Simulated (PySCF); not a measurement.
# CLuO (Lu(CO)3+): the cost of one run

The runs use PySCF 2.14.0; PBE0, Lu def2-SVP with ECP28, C def2-SVP, O def2-SVP; scalar-relativistic core potentials, no spin–orbit coupling.

## 1. Starting geometry

3 atoms, charge 3, spin multiplicity 1.

Bond lengths: Lu1–C2 2.305 Å, C2–O3 1.150 Å. Angles: Lu1–C2–O3 180.0°.

Coordinates:

```xyz
3
charge 3, multiplicity 1
Lu    0.00000    0.00000    0.00000
C     0.00000    0.00000    2.30460
O     0.00000    0.00000    3.45460
```

Formal oxidation states: Lu +3.

## 2. SCF at the start, singlet

File run.py (the lines that set the calculation):

```python
mol = gto.M(atom='''
Lu     0.00000     0.00000     0.00000
C      0.00000     0.00000     2.30460
O      0.00000     0.00000     3.45460''',
    basis={'Lu': 'def2-SVP', 'C': 'def2-SVP', 'O': 'def2-SVP'},
    ecp={'Lu': 'def2-SVP'},
    charge=3, spin=0)
mf = dft.RKS(mol, xc='PBE0')
mf.grids.atom_grid = (50, 194)  # f atoms: unpruned, at least (60, 302)
mf = mf.density_fit()  # fitting sets: Lu def2-universal-JKFIT, C def2-universal-JKFIT, O def2-universal-JKFIT
mf.conv_tol = 1e-08; mf.max_cycle = 55
mf.kernel(dm0)  # dm0: free metal ions and neutral atoms
```

Started as:

```console
OMP_NUM_THREADS=2 python run.py
```

**Question.** How long does this run take on 2 threads of Arm Neoverse V2, shared host, and how much memory does it need?

About 8.6 s, with a peak of 0.46 GiB.
